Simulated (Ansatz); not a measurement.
# Os: the cost of one run

Computed with Ansatz 0.2.0 (DFT PBE+D3(BJ), scalar-relativistic, plane waves, PAW, unless a step's input says otherwise).

1 further run of the same task is left out (set aside as unsound or not needed).

**1. The system as given**

Symmetry: P6_3/mmc, No. 194, hexagonal system. Conventional cell: a = 2.734 Å, b = 2.734 Å, c = 4.320 Å, α = 90.00°, β = 90.00°, γ = 120.00°. Os (site symmetry -6m2) has 12 Os at 2.68 to 2.73 Å as nearest neighbours.

Coordinates:

```cif
data_structure
_symmetry_space_group_name_H-M 'P6_3/mmc'
_symmetry_Int_Tables_number 194
_cell_length_a 2.7341
_cell_length_b 2.7341
_cell_length_c 4.3197
_cell_angle_alpha 90.000
_cell_angle_beta 90.000
_cell_angle_gamma 120.000
_cell_volume 27.96
loop_
_atom_site_label
_atom_site_type_symbol
_atom_site_symmetry_multiplicity
_atom_site_Wyckoff_symbol
_atom_site_fract_x
_atom_site_fract_y
_atom_site_fract_z
_atom_site_occupancy
Os1 Os 2 c 0.33333 0.66667 0.25000 1
```

The structure comes from the Crystallography Open Database.

(A quick probe on a coarse mesh, which set the mesh and smearing, is not shown.)

**3. The relaxation**

Contents of input.yaml:

```yaml
crystal:
  lattice:
    - [2.7340999755, 0.0, 0.0]
    - [-1.3670499878, 2.3678000353, 0.0]
    - [0.0, 0.0, 4.3197]
  atoms:
    - { symbol: Os, position: [0.3333333333, 0.6666666667, 0.25] }
    - { symbol: Os, position: [0.6666666667, 0.3333333333, 0.75] }
basis:
  ecutwfc: 420
kpoints:
  mp_grid: { grid: [18, 18, 10] }
hamiltonian:
  xc: pbe
  dispersion: d3bj
scf:
  occupations: { method: gaussian, width: 0.1 }
output:
  forces: true
  stress: true
  eigenvalues: true
relax:
  adjacent_minimum: "off"
  f_tol: 0.005
  max_steps: 80
  cell: { stress_tol: 0.05 }
```

The run is started by

```bash
ansatz run input.yaml --threads 4 --pin off --max-ram 12288MiB --backend cpu --events-out ev --progress --plain --runs-dir out
```

Q: Estimate wall time and peak memory on 4 threads of AMD EPYC 9R45 (Zen 5), shared host.

About 2.9 s, with a peak of 0.48 GiB.
